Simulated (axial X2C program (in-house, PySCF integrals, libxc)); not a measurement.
# MnCa: properties at the nuclei

Wanted for MnCa: properties at the nuclei, at the two-component level.

Program: an in-house X2C program for linear molecules on PySCF integrals. Level of theory: two-component X2C with atomic mean-field terms, Mn dyall-cv3z, Ca dyall-cv3z. These are calculated values, not measurements.

### 1 The job

task.json reads:

```json
{"zs": [25, 20], "q": 0, "bas": ["dyall-cv3z", "dyall-cv3z"], "r0": 2.9, "levels": ["PBE0", "HF", "PBE50", "TPSSh", "r2SCAN"], "nst": 3}
```

Keys: zs atomic numbers; q charge; bas basis sets; r0 starting distance in Å; levels methods (HF also brings MP2); nst determinants followed.

Started as:

```console
> python soeom.py task.json out
```

After this run come: Expectation values, lowest determinant; Expectation values, a higher determinant; Expectation values, a higher determinant.

**Question.** What will these runs give? Wanted: lowest determinant; Eeff magnitude; Ws magnitude Mn; A∥/gI Mn; qzz Mn; higher determinant (for each run or level that gives them).

**Answer**, as computed:

```
                                        quantity                                                       value
                              lowest determinant                     Ω = 5/2 (excess of +ω over −ω: ω = 5/2)
                    Eeff magnitude (GV/cm), PBE0                                                      0.0536
                     Ws magnitude Mn (kHz), PBE0                                                      0.0118
                            A∥/gI Mn (MHz), PBE0                                                         139
                             qzz Mn (a.u.), PBE0                                                       -0.60
                              higher determinant        Ω = 7/2 (excess of +ω over −ω: 2 × ω = 1/2, ω = 5/2)
Eeff magnitude (GV/cm), PBE0, higher determinant                                                       0.167
 Ws magnitude Mn (kHz), PBE0, higher determinant                                                      0.0582
        A∥/gI Mn (MHz), PBE0, higher determinant                                                         262
         qzz Mn (a.u.), PBE0, higher determinant                                                       -0.40
                              higher determinant  Ω = 3/2 (excess of +ω over −ω: ω = 1/2, ω = -3/2, ω = 5/2)
Eeff magnitude (GV/cm), PBE0, higher determinant                                                       0.171
 Ws magnitude Mn (kHz), PBE0, higher determinant                                                       0.137
        A∥/gI Mn (MHz), PBE0, higher determinant                                                         428
         qzz Mn (a.u.), PBE0, higher determinant                                                       -0.40
```

**Reading.** In the first state, the effective field runs from 0.0536 to 0.719 GV/cm over the mean-field levels, so the levels don't agree on it. The expectation values come from single determinants, which for open shells can mix terms of unlike spin or miss the lowest Ω, so a determinant need not be a state. Eeff is the effective electric field on the electron dipole moment in this Ω state and Ws the scalar–pseudoscalar constant (defined with the proton number Z and per Ω); A∥ is the parallel hyperfine constant, which follows by multiplying with the nuclear g factor gI = μI/(I μN); qzz is the electric field gradient, eQq0 = 234.96 MHz × Q/barn × qzz; μ is positive if Ca is the positive end. The operators were transformed with the bare-nucleus X2C matrices. A second determinant lies within 0.1 eV of the first, so their order is not settled at this level.
